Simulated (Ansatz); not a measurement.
# ScBSbP3: the cost of one run

Program: Ansatz 0.2.0. Level of theory: DFT PBE, scalar-relativistic, plane waves, PAW. These are calculated values, not measurements.

## (1) Starting point

It takes space group Pmmm (No. 47, orthorhombic). The conventional cell has a = 3.818 Å, b = 4.622 Å, c = 7.663 Å, α = 90.00°, β = 90.00°, γ = 90.00°. Sc (site symmetry mmm) is surrounded by 2 Sc at 3.82 Å and 10 P at 3.83 to 4.36 Å. Around B (site symmetry mmm) lie 2 Sb at 1.91 Å. Sb (site symmetry mmm) has 2 P at 1.48 Å and 2 B at 1.91 Å in its first shell of neighbours. Around P (site symmetry m2m) lie 1 Sb at 1.48 Å and 1 P at 1.65 Å. P (site symmetry mmm) has 4 P at 2.08 Å and 2 B at 2.31 Å in its first shell of neighbours.

As a file:

```cif
data_structure
_symmetry_space_group_name_H-M 'P 1'
_symmetry_Int_Tables_number 1
_cell_length_a 3.8178
_cell_length_b 4.6216
_cell_length_c 7.6630
_cell_angle_alpha 90.000
_cell_angle_beta 90.000
_cell_angle_gamma 90.000
_cell_volume 135.21
loop_
_atom_site_label
_atom_site_type_symbol
_atom_site_fract_x
_atom_site_fract_y
_atom_site_fract_z
_atom_site_occupancy
Sc1 Sc 0.00000 0.50000 0.50000 1
B1 B 0.00000 0.00000 0.00000 1
Sb1 Sb 0.50000 0.00000 0.00000 1
P1 P 0.50000 0.67890 0.00000 1
P2 P 0.50000 0.32110 0.00000 1
P3 P 0.00000 0.50000 0.00000 1
```

A structure generator made this guess: random cell by space group and Wyckoff sites (Pmmm, No. 47). The dimensions are guesses.

## (2) The guess as it stands, on a coarse mesh

Input file input.yaml:

```yaml
crystal:
  lattice:
    - [3.81775581, 0.0, 0.0]
    - [0.0, 4.62160458, 0.0]
    - [0.0, 0.0, 7.66303347]
  atoms:
    - { symbol: Sc, position: [0.0, 0.5, 0.5] }
    - { symbol: B, position: [0.0, 0.0, 0.0] }
    - { symbol: Sb, position: [0.5, 0.0, 0.0] }
    - { symbol: P, position: [0.5, 0.67889677, 0.0] }
    - { symbol: P, position: [0.5, 0.32110323, 0.0] }
    - { symbol: P, position: [0.0, 0.5, 0.0] }
basis:
  ecutwfc: 420
kpoints:
  mp_grid: { grid: [4, 4, 2] }
hamiltonian:
  xc: pbe
scf:
  occupations: { method: gaussian, width: 0.1 }
  lower_state_search: "off"
output:
  forces: true
  stress: true
  eigenvalues: true
```

Launch:

```sh
$ ansatz run input.yaml --threads 1 --pin off --max-ram 2560MiB --backend cpu --events-out ev --progress --plain --runs-dir out
```

What time and memory should one allow on 1 thread of Intel Xeon at 2.50GHz (Skylake/Cascade Lake), shared host?

About 14 s, with a peak of 0.44 GiB.
